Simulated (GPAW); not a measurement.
This GPAW 26.7.0 run on Al needs a look.

Contents of run.py:

```python
import numpy as np
from ase.calculators.mixing import SumCalculator
from ase.dft.bandgap import bandgap
from ase.io import read, write
from dftd3.ase import DFTD3
from gpaw import GPAW, PW, setup_paths

setup_paths.insert(0, '.')

atoms = read('POSCAR')
atoms.pbc = (True, True, False)

calc = GPAW(mode=PW(450),
            xc='PBEsol',
            kpts=(6, 6),
            occupations={'name': 'fermi-dirac', 'width': 0.05},
            nbands=19,
            convergence={'density': 1e-05, 'energy': 1e-05},
            maxiter=50,
            poissonsolver={'dipolelayer': 'xy'},
            txt='gpaw.txt')
atoms.calc = SumCalculator([calc, DFTD3(method='pbesol', damping='d3bj')])
energy = atoms.get_potential_energy()
forces = atoms.get_forces()
calc.write('gs.gpw')
write('result.traj', atoms)
print(f'Energy: {energy:.6f} eV')
print('Forces (eV/A):')
print(forces.round(4))
print('Fermi level:', round(calc.get_fermi_level(), 4), 'eV')
print(f'Gap: {bandgap(calc)[0]:.4f} eV, direct: {bandgap(calc, direct=True)[0]:.4f} eV')

v = calc.get_electrostatic_potential().mean(axis=(0, 1))
z = np.arange(len(v)) * atoms.cell[2, 2] / len(v)
ef = calc.get_fermi_level()
np.savetxt('planar.dat', np.c_[z, v], fmt='%.4f')
below, above = np.interp([1.5, atoms.cell[2, 2] - 1.5], z, v) - ef
print(f'Work functions: bottom {below:.4f} eV, top {above:.4f} eV')
print('Dipole moment:', *calc.get_dipole_moment().round(5), 'e A')
```

POSCAR

```
Al
1.0
    2.8623399660      0.0000000000      0.0000000000
   -1.4311699830      2.4788591248      0.0000000000
    0.0000000000      0.0000000000     24.3483631827
Al
5
Direct
    0.6666666667      0.3333333333      0.3080289194
    0.3333333333      0.6666666667      0.4040144597
    0.0000000000      0.0000000000      0.5000000000
    0.6666666667      0.3333333333      0.5959855403
    0.3333333333      0.6666666667      0.6919710806
```

Potentials or basis: PAW data sets generated in the run's folder for this functional, pw.

Run with:

```bash
$ gpaw-setup -f PBEsol Al
$ OMP_NUM_THREADS=1 python run.py
```

gpaw.txt:

```text
__  _  _
 | _ |_)|_||  |
 |__||  | ||/\| - 26.7.0

Input parameters:
  mode=PW(ecut=450.00000000000006),
  convergence={'density': 1e-05, 'energy': 1e-05},
  kpts=MonkhorstPack(size=array([6, 6])),
  maxiter=50,
  nbands=19,
  occupations=Occupations(name='fermi-dirac', width=0.05),
  poissonsolver=PoissonSolver(dipolelayer='xy'),
  xc=XC(name='PBEsol')
```

On the terminal:

```text
[... 20 lines left out ...]
  File "dft.py", line 731, in build
  File "new/brillouin.py", line 80, in __init__
  File "dft/kpoints.py", line 22, in monkhorst_pack
ValueError: axes don't match array
```

Problem. What happened, and what is wrong with the input?

Solution. The program refused the input. The input holds a flaw that was put in on purpose: k mesh with two numbers (kpts = [6, 6]).
